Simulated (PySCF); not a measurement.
# C₃H₆O₂Si: electronic excitations and core binding energies

Wanted: the electronic excitations and core binding energies of C₃H₆O₂Si (`CC1=CO[SiH2]O1`), by calculation.

The runs use PySCF 2.14.0, with density-fitted response routines of our own; the level of theory stands in each step. All values are computed, except where a source is named. Atoms count from 0, in the outputs and in this text.

## Step 1: Starting geometry

12 atoms, charge 0, multiplicity 1; geometry from: GFN2-xTB.

Bonds of the start (Å): C0–C1 1.49, C1–C2 1.33, C2–O3 1.37, O3–Si4 1.65, Si4–O5 1.65, O5–C1 1.38, C0–H6 1.09, C0–H7 1.09, C0–H8 1.09, C2–H9 1.07, Si4–H10 1.45, Si4–H11 1.45.

## Step 2: Excited states and response: CAM-B3LYP/def2-SVPD

What the job is given:

```
{"job": {"kind": "uv", "xc": "CAM-B3LYP", "basis": "def2-SVPD", "nstates": 8, "ntriplets": 3}, "charge": 0, "multiplicity": 1}
C      1.925013     0.052535    -0.002494
C      0.444387    -0.020456     0.090207
C     -0.330947    -0.400442     1.099186
O     -1.676859    -0.341653     0.829700
Si    -1.894561     0.202043    -0.716062
O     -0.277310     0.355040    -1.021874
H      2.370865    -0.268352     0.933869
H      2.279632    -0.584443    -0.811567
H      2.234725     1.073233    -0.222294
H     -0.050699    -0.740514     2.076378
H     -2.479740    -0.831228    -1.555666
H     -2.543307     1.503552    -0.725409
```

Method: TDDFT CAM-B3LYP/def2-SVPD, vertical, gas phase, core orbitals frozen in the response.

Launch:

```sh
> OMP_NUM_THREADS=1 python probes_run.py task.json out
```

The driver reads the jobs from task.json and runs them one after another.

What it wrote:

```text
coarse grid: 10776 points
cycle   1  E = -557.2968707482  dE =  1.158e+00  |g| = 8.300e-01  |ddm| = 5.764e+00
cycle   2  E = -557.2128061238  dE =  8.406e-02  |g| = 1.099e+00  |ddm| = 2.517e+00
cycle   3  E = -557.4284939197  dE = -2.157e-01  |g| = 6.368e-02  |ddm| = 1.405e+00
cycle   4  E = -557.4292911860  dE = -7.973e-04  |g| = 2.486e-02  |ddm| = 1.490e-01
cycle   5  E = -557.4294401524  dE = -1.490e-04  |g| = 7.155e-03  |ddm| = 6.506e-02
cycle   6  E = -557.4294496909  dE = -9.539e-06  |g| = 3.411e-03  |ddm| = 1.390e-02
cycle   7  E = -557.4294521385  dE = -2.448e-06  |g| = 5.413e-04  |ddm| = 4.629e-03
final grid: 100200 points
cycle   8  E = -557.5258987151  dE = -2.381e-05  |g| = 3.100e-03  |ddm| = 8.034e-02
cycle   9  E = -557.5258985845  dE =  1.306e-07  |g| = 3.406e-03  |ddm| = 1.098e-02
cycle  10  E = -557.5259008384  dE = -2.254e-06  |g| = 4.497e-04  |ddm| = 4.969e-03
cycle  11  E = -557.5259008761  dE = -3.766e-08  |g| = 1.216e-04  |ddm| = 7.127e-04
cycle  12  E = -557.5259008794  dE = -3.304e-09  |g| = 3.700e-05  |ddm| = 3.151e-04
cycle  13  E = -557.5259008797  dE = -2.934e-10  |g| = 1.258e-05  |ddm| = 6.230e-05
converged SCF energy = -557.5259008797

Static polarisability (au): isotropic 62.425, principal 51.233 62.700 73.341

Singlet excitations
state   eV       nm        f      main configurations
  1   5.1706    239.8   0.00033   H->L 0.96
  2   5.4631    226.9   0.00866   H->L+1 0.88
  3   6.3940    193.9   0.00002   H->L+3 0.75, H->L+5 0.11
  4   6.4750    191.5   0.18971   H->L+4 0.96
  5   6.6506    186.4   0.00510   H->L+2 0.84, H->L+3 0.09
  6   6.8044    182.2   0.00013   H->L+5 0.79
  7   7.3097    169.6   0.01873   H->L+6 0.82
  8   7.7665    159.6   0.00349   H->L+7 0.89

Triplet excitations (Tamm-Dancoff, eV): 4.0689 5.0304 5.3515
```

It took 28 s on 1 thread of Arm Neoverse V1, shared host; peak memory 0.75 GiB.

Frontier orbitals and where they lie:

```tsv
orbital	eV	atoms
HOMO−3	-11.56	O5 29 %, C1 15 %, O3 14 %
HOMO−2	-11.34	O3 50 %, O5 34 %, Si4 6 %
HOMO−1	-11.21	Si4 26 %, H11 17 %, H10 17 %
HOMO	-7.31	C2 26 %, C1 25 %, O3 18 %
LUMO	0.95	Si4 37 %, O5 14 %, H10 13 %
LUMO+1	1.24	Si4 36 %, C2 12 %, O3 9 %
LUMO+2	1.74	Si4 50 %, H10 14 %, H11 14 %
```

With each of the 8 states as a Gaussian band of 0.4 eV half-width at 1/e, the curve within the window shown has maxima at 192 nm (ε 7,900) L/(mol cm). Beyond the last state computed it falls off for lack of states. The curve at chosen wavelengths:

```csv
nm,ε (L/mol/cm)
154,102
159,296
163,541
168,832
173,1083
177,1769
182,3947
187,6727
191,7844
196,6918
201,4485
205,2637
210,1169
215,553
220,392
224,376
229,363
234,313
238,253
243,173
248,106
252,67
257,35
262,17
266,9
271,4
```

Further results of this job:

```tsv
property	computed
dipole moment (D)	0.45
polarisability (Å³)	9.25
HOMO–LUMO gap (eV)	8.27
−ε(HOMO) (eV)	7.31
```

## Step 3: Core holes by ΔSCF: SCAN, X2C

Same as in step 2 but for these lines:

```diff
@@ -1,2 +1,2 @@
-{"job": {"kind": "uv", "xc": "CAM-B3LYP", "basis": "def2-SVPD", "nstates": 8, "ntriplets": 3}, "charge": 0, "multiplicity": 1}
+{"job": {"kind": "xps"}, "charge": 0, "multiplicity": 1}
 C      1.925013     0.052535    -0.002494
```

Level: delta-SCF UKS SCAN, pcX-2 on the ionised atom, pcseg-1 elsewhere, spin-free X2C.

What it wrote:

```text
ground state, core basis on atom 0 (C), 149 functions
  cycle   1  E = -558.30328487  |g| = 8.13e-01
  cycle   2  E = -558.03475160  |g| = 1.43e+00
  cycle   3  E = -558.42829882  |g| = 1.58e-01
  cycle   4  E = -558.43326094  |g| = 5.20e-02
  cycle   5  E = -558.43388170  |g| = 1.59e-02
  cycle   6  E = -558.43390286  |g| = 1.30e-02
  cycle   7  E = -558.43394252  |g| = 1.69e-03
  cycle   8  E = -558.43394732  |g| = 9.13e-04
  cycle   9  E = -558.43394690  |g| = 9.38e-05
  E(ground) = -558.47858110 Eh
hole in C 1s of atom 0
  cycle   1  E = -547.18495405  |g| = 1.50e+00
  cycle   2  E = -546.53441403  |g| = 1.78e+00
  cycle   3  E = -547.62336937  |g| = 4.96e-01
  cycle   4  E = -547.64310450  |g| = 4.51e-01
  cycle   5  E = -547.73550760  |g| = 8.97e-02
  cycle   6  E = -547.73789262  |g| = 4.57e-02
  cycle   7  E = -547.73862517  |g| = 1.13e-02
  cycle   8  E = -547.73867067  |g| = 6.02e-03
  cycle   9  E = -547.73869000  |g| = 2.59e-03
  cycle  10  E = -547.73869443  |g| = 1.20e-03
  cycle  11  E = -547.73869792  |g| = 6.33e-04
  cycle  12  E = -547.73869858  |g| = 3.66e-04
  E(ion) = -547.78262688 Eh   <S^2> = 0.7674   hole on atom = 1.000   binding energy = 291.052 eV
ground state, core basis on atom 1 (C), 149 functions
  cycle   1  E = -558.43962192  |g| = 5.96e-02
  cycle   2  E = -558.43958709  |g| = 2.40e-02
  cycle   3  E = -558.43957723  |g| = 2.50e-02
  cycle   4  E = -558.43970704  |g| = 1.07e-02
  cycle   5  E = -558.43973453  |g| = 1.04e-03
  cycle   6  E = -558.43973586  |g| = 3.49e-04
  E(ground) = -558.48482827 Eh
hole in C 1s of atom 1
  cycle   1  E = -547.14358506  |g| = 1.52e+00
  cycle   2  E = -545.81115729  |g| = 2.28e+00
  cycle   3  E = -547.56756252  |g| = 6.08e-01
  cycle   4  E = -547.62324922  |g| = 4.90e-01
  cycle   5  E = -547.71511130  |g| = 1.12e-01
  cycle   6  E = -547.71871907  |g| = 5.36e-02
  cycle   7  E = -547.71983628  |g| = 1.74e-02
  cycle   8  E = -547.72000857  |g| = 9.49e-03
  cycle   9  E = -547.72010140  |g| = 5.00e-03
  cycle  10  E = -547.72015915  |g| = 2.45e-03
  cycle  11  E = -547.72016942  |g| = 1.18e-03
  cycle  12  E = -547.72017174  |g| = 3.94e-04
  E(ion) = -547.76440852 Eh   <S^2> = 0.8163   hole on atom = 1.000   binding energy = 291.717 eV
ground state, core basis on atom 2 (C), 149 functions
  cycle   1  E = -558.43896653  |g| = 5.95e-02
  cycle   2  E = -558.43872104  |g| = 3.75e-02
  cycle   3  E = -558.43855859  |g| = 4.49e-02
  cycle   4  E = -558.43905618  |g| = 1.09e-02
  cycle   5  E = -558.43907827  |g| = 1.47e-03
  cycle   6  E = -558.43907991  |g| = 3.74e-04
  E(ground) = -558.48389277 Eh
hole in C 1s of atom 2
  cycle   1  E = -547.15654189  |g| = 1.51e+00
  cycle   2  E = -546.11140847  |g| = 2.09e+00
  cycle   3  E = -547.61648264  |g| = 5.34e-01
  cycle   4  E = -547.65379248  |g| = 4.46e-01
  cycle   5  E = -547.72877316  |g| = 9.57e-02
  cycle   6  E = -547.73169171  |g| = 3.88e-02
  cycle   7  E = -547.73224489  |g| = 1.43e-02
  cycle   8  E = -547.73232808  |g| = 7.27e-03
  cycle   9  E = -547.73236656  |g| = 2.78e-03
  cycle  10  E = -547.73237771  |g| = 1.60e-03
  cycle  11  E = -547.73238167  |g| = 7.77e-04
  cycle  12  E = -547.73238202  |g| = 2.37e-04
  E(ion) = -547.77651398 Eh   <S^2> = 0.7875   hole on atom = 1.000   binding energy = 291.363 eV
ground state, core basis on atom 3 (O), 149 functions
  cycle   1  E = -558.46776413  |g| = 1.02e-01
  cycle   2  E = -558.46577430  |g| = 1.08e-01
  cycle   3  E = -558.46705351  |g| = 7.29e-02
  cycle   4  E = -558.46817229  |g| = 1.73e-02
  cycle   5  E = -558.46823591  |g| = 2.42e-03
  cycle   6  E = -558.46823855  |g| = 4.88e-04
  E(ground) = -558.51018877 Eh
hole in O 1s of atom 3
  cycle   1  E = -537.85661784  |g| = 2.23e+00
  cycle   2  E = -537.20495656  |g| = 2.31e+00
  cycle   3  E = -538.49896430  |g| = 6.44e-01
  cycle   4  E = -538.52028152  |g| = 5.76e-01
  cycle   5  E = -538.68088703  |g| = 9.37e-02
  cycle   6  E = -538.68267081  |g| = 6.05e-02
  cycle   7  E = -538.68418596  |g| = 9.81e-03
  cycle   8  E = -538.68422389  |g| = 3.44e-03
  cycle   9  E = -538.68423055  |g| = 1.00e-03
  cycle  10  E = -538.68423164  |g| = 5.03e-04
  cycle  11  E = -538.68423359  |g| = 3.26e-04
  E(ion) = -538.72658261 Eh   <S^2> = 0.7623   hole on atom = 1.000   binding energy = 538.339 eV
ground state, core basis on atom 4 (Si), 160 functions
  cycle   1  E = -558.54221476  |g| = 3.01e-01
  cycle   2  E = -558.53867910  |g| = 1.69e-01
  cycle   3  E = -558.53559065  |g| = 2.00e-01
  cycle   4  E = -558.54335139  |g| = 4.38e-02
  cycle   5  E = -558.54379927  |g| = 1.04e-02
  cycle   6  E = -558.54382116  |g| = 1.43e-03
  cycle   7  E = -558.54382334  |g| = 6.54e-04
  cycle   8  E = -558.54382262  |g| = 2.04e-04
  E(ground) = -558.54682569 Eh
hole in Si 1s of atom 4
  cycle   1  E = -489.58105741  |g| = 4.35e+00
  cycle   2  E = -488.55850618  |g| = 2.48e+00
  cycle   3  E = -486.98384089  |g| = 2.02e+00
  cycle   4  E = -490.52102807  |g| = 4.33e-01
  cycle   5  E = -490.60195628  |g| = 2.16e-01
  cycle   6  E = -490.61789812  |g| = 1.12e-01
  cycle   7  E = -490.62255659  |g| = 3.81e-02
  cycle   8  E = -490.62300891  |g| = 2.26e-02
  cycle   9  E = -490.62321921  |g| = 6.00e-03
  cycle  10  E = -490.62323421  |g| = 1.45e-03
  cycle  11  E = -490.62323474  |g| = 3.16e-04
  E(ion) = -490.63313593 Eh   <S^2> = 0.7520   hole on atom = 1.000   binding energy = 1848.026 eV
hole in Si 2p of atom 4
  cycle   1  E = -554.24039783  |g| = 1.24e+00
  cycle   2  E = -553.02767330  |g| = 1.59e+00
  cycle   3  E = -554.26625776  |g| = 7.10e-01
  cycle   4  E = -554.53359657  |g| = 1.70e-01
  cycle   5  E = -554.53971876  |g| = 1.69e-01
  cycle   6  E = -554.54976979  |g| = 5.00e-02
  cycle   7  E = -554.55058420  |g| = 2.86e-02
  cycle   8  E = -554.55094260  |g| = 6.65e-03
  cycle   9  E = -554.55096232  |g| = 1.53e-03
  cycle  10  E = -554.55096371  |g| = 3.94e-04
  E(ion) = -554.56392698 Eh   <S^2> = 0.7515   hole on atom = 1.003   binding energy = 108.380 eV
  2p3/2 = 108.101 eV   2p1/2 = 108.731 eV
ground state, core basis on atom 5 (O), 149 functions
  cycle   1  E = -558.46801610  |g| = 1.03e-01
  cycle   2  E = -558.46667511  |g| = 9.62e-02
  cycle   3  E = -558.46732457  |g| = 7.50e-02
  cycle   4  E = -558.46843830  |g| = 1.71e-02
  cycle   5  E = -558.46851214  |g| = 3.76e-03
  cycle   6  E = -558.46851729  |g| = 5.19e-04
  cycle   7  E = -558.46851490  |g| = 2.40e-04
  E(ground) = -558.51008294 Eh
hole in O 1s of atom 5
  cycle   1  E = -537.85515714  |g| = 2.23e+00
  cycle   2  E = -537.16990953  |g| = 2.33e+00
  cycle   3  E = -538.48508278  |g| = 6.62e-01
  cycle   4  E = -538.50090251  |g| = 6.07e-01
  cycle   5  E = -538.67895195  |g| = 9.87e-02
  cycle   6  E = -538.68141752  |g| = 5.70e-02
  cycle   7  E = -538.68275900  |g| = 1.25e-02
  cycle   8  E = -538.68282294  |g| = 4.13e-03
  cycle   9  E = -538.68283520  |g| = 1.08e-03
  cycle  10  E = -538.68283724  |g| = 6.12e-04
  cycle  11  E = -538.68283845  |g| = 4.53e-04
  E(ion) = -538.72470786 Eh   <S^2> = 0.7627   hole on atom = 1.000   binding energy = 538.387 eV
```

It took 66 s on 1 thread of Arm Neoverse V1, shared host; peak memory 0.63 GiB.

The holes in one table. −ε is the ground-state orbital energy:

```tsv
hole	stands for	environment	ΔSCF (eV; 2p as the shell's mean)	−ε (eV)	⟨S²⟩
C1s on C0	C0	allylic methyl carbon	291.05	273.8	0.767
C1s on C1	C1	alkene carbon bearing oxygen	291.72	275.0	0.816
C1s on C2	C2	alkene carbon bearing oxygen	291.36	274.7	0.787
O1s on O3	O3	oxygen bonded to C, Si, in a 5-membered ring	538.34	516.9	0.762
Si1s on Si4	Si4	silicon bonded to 2 O, 2 H, in a 5-membered ring	1848.03	1794.4	0.752
Si2p on Si4	Si4	silicon bonded to 2 O, 2 H, in a 5-membered ring	108.31	97.1	0.752
O1s on O5	O5	oxygen bonded to C, Si, in a 5-membered ring	538.39	516.9	0.763
```

With the spin-orbit splitting: Si4 2p3/2 108.10, 2p1/2 108.73 eV. The table gives each 2p level as the mean over the whole 2p shell (two parts 2p3/2, one part 2p1/2), which differs a little from the single hole in the log.

## Step 4: Summary of results

| quantity | value |
| --- | --- |
| lowest singlet (CAM-B3LYP/def2-SVPD) | 5.17 eV (240 nm), f = 0.000 |
| brightest single state of those computed | state 4, 6.47 eV, f = 0.190 |
| lowest triplet | 4.07 eV |
| C1s binding energies, SCAN/pcX-2 | C1 291.72, C2 291.36, C0 291.05 eV |
| O1s binding energies, SCAN/pcX-2 | O5 538.39, O3 538.34 eV |
| Si1s binding energies, SCAN/pcX-2 | Si4 1848.03 eV |
| Si2p binding energies, SCAN/pcX-2 | Si4 108.31 eV |

The lowest singlet, at 5.17 eV, is HOMO→LUMO 0.96 and is dark; of the 8 states computed, the strongest absorption comes from state 4 at 6.47 eV. The lowest triplet lies 1.10 eV below the lowest singlet (triplets in Tamm-Dancoff, singlets in full TDDFT). The C1s levels kept as sound span 0.67 eV, from C0 (allylic methyl carbon) up to C1 (alkene carbon bearing oxygen). The O1s levels computed lie within 0.05 eV of one another, too close to rank.
